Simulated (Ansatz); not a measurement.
**FH3O2SeZr: one species, many methods**

One table from this session's results is given with a row withheld; the runs are named, their logs left out.

Method: functionals in def2-TZVPP, the program's frozen cores in correlated methods; program: Ansatz 0.2.0, Gaussian basis.

The runs, in order: LDA (SPW92), PBE-D4, revPBE-D4, BLYP-D4, r2SCAN-D4, B97M-V, PBE0-D4, B3LYP-D4, r2SCANh-D4, r2SCAN0-D4, HSE06-D4, BHLYP-D4, CAM-B3LYP-D4, LC-ωPBE, ωB97X-V, ωB97M-V, B2PLYP, PBE-QIDH; CCSD(T)/def2-SVP; CCSD(T)/def2-TZVPP; MP2/def2-QZVPP; extrapolation to the limit; RPA on PBE.

**Structure used throughout**

All runs share one geometry, relaxed beforehand with PBE0-D4 in a triple-zeta def2 set. Zr takes the def2 core potential; no spin-orbit term is included.

SMILES `[OH][Zr]([OH])([F])[SeH]`, 8 atoms, charge 0, spin multiplicity 1.

Atoms are counted from 1 here; the program's logs count them from 0.

Bond lengths: O1–Zr2 1.905 Å, O1–H6 0.953 Å, Zr2–O3 1.901 Å, Zr2–F4 1.909 Å, Zr2–Se5 2.606 Å, O3–H7 0.953 Å, Se5–H8 1.473 Å. Angles: Zr2–O1–H6 169.1°, O1–Zr2–O3 114.0°, O1–Zr2–F4 107.7°, O1–Zr2–Se5 109.2°, O3–Zr2–F4 110.4°, O3–Zr2–Se5 104.8°, F4–Zr2–Se5 110.6°, Zr2–O3–H7 168.6°, Zr2–Se5–H8 89.4°.

The first run:

in.yaml

```yaml
crystal:
  periodic: [false, false, false]
  atoms:
    - {symbol: O, position_ang: [-0.602243, 1.612458, -0.225837]}
    - {symbol: Zr, position_ang: [0.085464, -0.159932, -0.344850]}
    - {symbol: O, position_ang: [1.971299, -0.275140, -0.132402]}
    - {symbol: F, position_ang: [-0.437918, -0.874602, -2.035986]}
    - {symbol: Se, position_ang: [-0.893577, -1.592567, 1.598942]}
    - {symbol: H, position_ang: [-0.795836, 2.532169, -0.069935]}
    - {symbol: H, position_ang: [2.912616, -0.146007, -0.056629]}
    - {symbol: H, position_ang: [-2.239804, -1.096378, 1.266718]}
basis:
  gaussian: {orbitals: def2-TZVPP}
hamiltonian: {xc: lda}
output: {orbitals: {seedname: orbitals}}
```

Command:

```
ansatz run in.yaml --threads 4 --pin off --events-out ev --progress --plain --max-ram 10444MiB
```

Among the steps run: LDA; PBE-D4 (GGA); revPBE-D4 (GGA); BLYP-D4 (GGA); r2SCAN-D4 (meta-GGA); B97M-V (meta-GGA); PBE0-D4 (hybrid); B3LYP-D4 (hybrid); r2SCANh-D4 (hybrid); r2SCAN0-D4 (hybrid); HSE06-D4 (hybrid); BHLYP-D4 (hybrid); CAM-B3LYP-D4 (range-separated); LC-ωPBE (range-separated); ωB97X-V (range-separated); ωB97M-V (range-separated); B2PLYP (double hybrid); PBE-QIDH (double hybrid).

One of the session's tables, all rows but one given; the rest of the session is left out.

It belongs to the step «Orbital energies across the functionals». 

| functional | HOMO (eV) | gap (eV) |
| --- | --- | --- |
| LDA (SPW92) | -5.96 | 3.96 |
| PBE-D4 | -5.79 | 4.02 |
| revPBE-D4 | -5.72 | 4.04 |
| BLYP-D4 | -5.62 | 3.96 |
| r2SCAN-D4 | -6.07 | 4.48 |
| B97M-V | -6.09 | 4.53 |
| PBE0-D4 | -6.93 | 6.01 |
| B3LYP-D4 | -6.69 | 5.54 |
| r2SCANh-D4 | -6.49 | 5.22 |
| r2SCAN0-D4 | -7.12 | 6.32 |
| HSE06-D4 | -6.53 | 5.24 |
| BHLYP-D4 | ? | ? |
| CAM-B3LYP-D4 | -8.16 | 8.27 |
| LC-ωPBE | -9.49 | 10.61 |
| ωB97X-V | -9.16 | 10.16 |
| ωB97M-V | -9.03 | 9.49 |

**Question.** Estimate the row for BHLYP-D4.

Worked estimate for «HOMO (eV)». Against the share of exact exchange, BLYP-D4 (0, -5.62), B3LYP-D4 (0.2, -6.69) give a slope of -5.35 per unit share; at 0.5 the line stands at -8.29.

As computed: HOMO (eV): -7.90; gap (eV): 7.86. In «HOMO (eV)» the line misses by -0.39.
